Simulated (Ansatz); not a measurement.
**C₆H₁₆OSn: how energies converge with the basis set**

How large a basis does C₆H₁₆OSn need? Two functionals are run in growing sets.

Method: one geometry, several basis sets; program: Ansatz 0.2.0, Gaussian basis.

Plan: PBE0-D4/def2-SVP; ωB97M-V/def2-SVP; PBE0-D4/def2-QZVPP; ωB97M-V/def2-QZVPP; the functionals' def2-TZVPP values are taken from earlier runs.

## Step 1: The relaxed structure

An earlier PBE0-D4 in a triple-zeta def2 set relaxation fixed the geometry. Sn takes the def2 core potential; no spin-orbit term is included.

SMILES `C[O][Sn]([CH3])([CH3])[CH](C)C`, 24 atoms, charge 0, spin multiplicity 1.

Atoms are counted from 1 here; the program's logs count them from 0.

Bond lengths: C1–O2 1.397 Å, C1–H9 1.101 Å, C1–H10 1.102 Å, C1–H11 1.096 Å, O2–Sn3 1.986 Å, Sn3–C4 2.132 Å, Sn3–C5 2.143 Å, Sn3–C6 2.163 Å, C4–H12 1.090 Å, C4–H13 1.091 Å, C4–H14 1.090 Å, C5–H15 1.091 Å, C5–H16 1.091 Å, C5–H17 1.091 Å, C6–C7 1.522 Å, C6–C8 1.521 Å, C6–H18 1.096 Å, C7–H19 1.097 Å and more. Angles: O2–C1–H9 112.9°, O2–C1–H10 112.9°, O2–C1–H11 108.9°, H9–C1–H10 107.4°, H9–C1–H11 107.2°, H10–C1–H11 107.2°, C1–O2–Sn3 119.6°, O2–Sn3–C4 102.1°, O2–Sn3–C5 106.9°, O2–Sn3–C6 106.3°, C4–Sn3–C5 113.8°, C4–Sn3–C6 113.7°, C5–Sn3–C6 112.9°, Sn3–C4–H12 109.4°, Sn3–C4–H13 110.9°, Sn3–C4–H14 109.6°, H12–C4–H13 109.0°, H12–C4–H14 108.8° and more.

## Step 2: PBE0-D4 in def2-SVP

Input file in.yaml:

```yaml
crystal:
  periodic: [false, false, false]
  atoms:
    - {symbol: C, position_ang: [1.487328, 1.853380, 1.710397]}
    - {symbol: O, position_ang: [1.795760, 0.663709, 1.045260]}
    - {symbol: Sn, position_ang: [0.643249, 0.048075, -0.450626]}
    - {symbol: C, position_ang: [1.594337, -1.770669, -1.029492]}
    - {symbol: C, position_ang: [0.704820, 1.573373, -1.954848]}
    - {symbol: C, position_ang: [-1.332879, -0.233001, 0.381617]}
    - {symbol: C, position_ang: [-2.300218, -0.758151, -0.669765]}
    - {symbol: C, position_ang: [-1.268533, -1.137845, 1.602632]}
    - {symbol: H, position_ang: [1.498499, 2.731014, 1.045647]}
    - {symbol: H, position_ang: [0.502425, 1.825493, 2.202894]}
    - {symbol: H, position_ang: [2.235467, 2.028159, 2.491352]}
    - {symbol: H, position_ang: [2.622498, -1.562268, -1.326139]}
    - {symbol: H, position_ang: [1.070415, -2.234547, -1.866164]}
    - {symbol: H, position_ang: [1.604445, -2.462647, -0.187208]}
    - {symbol: H, position_ang: [0.269039, 2.497790, -1.573873]}
    - {symbol: H, position_ang: [1.739112, 1.762208, -2.244385]}
    - {symbol: H, position_ang: [0.143443, 1.259690, -2.836506]}
    - {symbol: H, position_ang: [-1.658795, 0.765257, 0.694178]}
    - {symbol: H, position_ang: [-3.307235, -0.875294, -0.251792]}
    - {symbol: H, position_ang: [-2.381800, -0.089884, -1.531689]}
    - {symbol: H, position_ang: [-1.994654, -1.741768, -1.041252]}
    - {symbol: H, position_ang: [-0.577865, -0.758508, 2.359625]}
    - {symbol: H, position_ang: [-2.255975, -1.237537, 2.069115]}
    - {symbol: H, position_ang: [-0.938084, -2.146429, 1.334322]}
basis:
  gaussian: {orbitals: def2-SVP}
hamiltonian: {xc: pbe0, dispersion: d4}
output: {orbitals: {seedname: orbitals}}
```

The runs that follow: ωB97M-V in def2-SVP; PBE0-D4 in def2-QZVPP; ωB97M-V in def2-QZVPP.

Q: Predict the results of all the runs planned. Wanted: PBE0-D4: double and triple zeta above quadruple; ωB97M-V: double and triple zeta above quadruple.

**Answer**, as computed:

| quantity | value |
| --- | --- |
| PBE0-D4: double and triple zeta above quadruple | 10.56, 0.56 eV |
| ωB97M-V: double and triple zeta above quadruple | 11.10, 0.55 eV |

**Reading.** PBE0-D4 gains 10.00 eV from double to triple zeta, then 0.56 eV more. These are total energies; as a rule much of such shifts cancels in differences, which this series doesn't test. The LUMO of ωB97M-V is positive and keeps falling with the basis (2.47 to 1.19 eV): an unbound level that the basis holds in place.
